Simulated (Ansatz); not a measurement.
# ClFHOSi radical: small, medium and large basis sets

An exercise on one series of results from a longer session: the logs are not shown, and one member is left open.

Method: one geometry, several basis sets; program: Ansatz 0.2.0, Gaussian basis.

Levels to be run: PBE0-D4/def2-SVP; ωB97M-V/def2-SVP; PBE0-D4/def2-QZVPP; ωB97M-V/def2-QZVPP; the functionals' def2-TZVPP values are taken from earlier runs.

### Structure used throughout

The geometry comes from an earlier relaxation with PBE0-D4 in a triple-zeta def2 set; it is a stationary point.

5 atoms, charge 0, spin multiplicity 2.

Atoms are counted from 1 here; the program's logs count them from 0.

Bond lengths: O1–Si2 1.630 Å, O1–H5 0.960 Å, Si2–F3 1.596 Å, Si2–Cl4 2.040 Å. Angles: Si2–O1–H5 117.9°, O1–Si2–F3 109.7°, O1–Si2–Cl4 106.8°, F3–Si2–Cl4 108.8°.

Geometry (Å):

| atom | x (Å) | y (Å) | z (Å) |
| --- | --- | --- | --- |
| O1 | -0.0035 | 1.1413 | -0.0135 |
| Si2 | 0.0783 | -0.4267 | 0.4257 |
| F3 | 0.9795 | -1.2321 | -0.6168 |
| Cl4 | -1.8251 | -1.1577 | 0.3532 |
| H5 | 0.8206 | 1.6016 | -0.1898 |

Set-up of the first run:

in.yaml

```yaml
crystal:
  periodic: [false, false, false]
  atoms:
    - {symbol: O, position_ang: [-0.003456, 1.141293, -0.013534]}
    - {symbol: Si, position_ang: [0.078268, -0.426716, 0.425685]}
    - {symbol: F, position_ang: [0.979491, -1.232149, -0.616838]}
    - {symbol: Cl, position_ang: [-1.825116, -1.157739, 0.353152]}
    - {symbol: H, position_ang: [0.820613, 1.601610, -0.189765]}
basis:
  gaussian: {orbitals: def2-SVP}
magnetization: {spin_polarized: true, initial_magnetization: 1}
hamiltonian: {xc: pbe0, dispersion: d4}
output: {orbitals: {seedname: orbitals}}
```

Steps of the session up to this table: PBE0-D4 in def2-SVP; ωB97M-V in def2-SVP; PBE0-D4 in def2-QZVPP; ωB97M-V in def2-QZVPP.

One of the session's tables, all rows but one given; the rest of the session is left out.

It belongs to the step «Functionals by basis». 

| functional | basis | HOMO (eV) | LUMO (eV) |
| --- | --- | --- | --- |
| PBE0-D4 | def2-SVP | ? | ? |
| PBE0-D4 | def2-TZVPP | -6.85 | -2.79 |
| PBE0-D4 | def2-QZVPP | -6.90 | -2.87 |
| ωB97M-V | def2-SVP | -8.43 | -1.05 |
| ωB97M-V | def2-TZVPP | -8.62 | -1.20 |
| ωB97M-V | def2-QZVPP | -8.69 | -1.33 |

Estimate the missing values for PBE0-D4, def2-SVP.

**Answer.** HOMO (eV): -6.68; LUMO (eV): -2.71. In the column «HOMO (eV)» it is the highest.
